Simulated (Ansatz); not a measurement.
Working through a rigid scan of one bond length of CH4BrFGe, SMILES F[CH]([GeH3])Br

With Ansatz's Python interface.

The cells in order, each with its output:

```python
import ansatz as az
import numpy as np

ch4brfge = (
    az.Crystal.molecule()
    .atom("F", (-0.1979, 1.6681, -0.8927))
    .atom("C", (-0.3529, 0.3332, -0.8623))
    .atom("Ge", (0.4482, -0.3234, 0.754))
    .atom("Br", (-2.1402, -0.1617, -0.8892))
    .atom("H", (0.1672, -0.1084, -1.7593))
    .atom("H", (-0.2384, 0.3022, 1.996))
    .atom("H", (2.0028, 0.0856, 0.7897))
    .atom("H", (0.4035, -1.8528, 0.8081))
)
```

```python
symbols = [site.symbol for site in ch4brfge.cartesian_sites]
start = np.array([site.position_ang for site in ch4brfge.cartesian_sites])
axis = (start[7] - start[2]) / np.linalg.norm(start[7] - start[2])
moving = [7]
lengths, energies = [1.347, 1.409, 1.47, 1.531, 1.592, 1.653, 1.715, 1.807], []
for length in lengths:
    xyz = start.copy()
    xyz[moving] += (length - np.linalg.norm(start[7] - start[2])) * axis
    point = az.Crystal.molecule()
    for symbol, place in zip(symbols, xyz):
        point = point.atom(symbol, place.tolist())
    base = (
        point.calculation()
        .basis(gaussian="def2-SVP")
        .functional("r2scan")
    )
    report = base.run(threads=1, backend="cpu").report
    energies.append(report["free_energy_ev"])
    print(f"r = {length:6.3f} A  E = {energies[-1]:.5f} eV  <S^2> = {abs(report['mean_field']['state']['spin_squared']):.3f}")
```

    r =  1.347 A  E = -130361.67074 eV  <S^2> = 0.000
    r =  1.409 A  E = -130361.90864 eV  <S^2> = 0.000
    r =  1.470 A  E = -130362.03209 eV  <S^2> = 0.000
    r =  1.531 A  E = -130362.07073 eV  <S^2> = 0.000
    r =  1.592 A  E = -130362.04415 eV  <S^2> = 0.000
    r =  1.653 A  E = -130361.96783 eV  <S^2> = 0.000
    r =  1.715 A  E = -130361.85190 eV  <S^2> = 0.000
    r =  1.807 A  E = -130361.62970 eV  <S^2> = 0.000

```python
# quartic fit about the minimum
fit = np.polynomial.Polynomial.fit(lengths, np.array(energies) - min(energies), 4).convert()
roots = [r.real for r in fit.deriv().roots() if abs(r.imag) < 1e-9 and fit.deriv(2)(r.real) > 0]
r_e = min(roots, key=lambda r: abs(r - lengths[int(np.argmin(energies))]))
print(f"minimum of the fit at {r_e:.4f} A, force constant {fit.deriv(2)(r_e):.2f} eV/A^2")
```

    minimum of the fit at 1.5337 A, force constant 17.34 eV/A^2

Caveats:
- Total energies depend on the basis set; only differences at equal settings carry meaning.
- The rest of the molecule is held rigid at a force-field or estimated start geometry, and the basis set is modest; single-reference methods fail as a bond breaks.
- The orbitals are restricted, so S² is zero by construction.
- Finished in 57 s on 1 thread of Arm Neoverse V1 (shared host), peak memory 0.24 GiB.
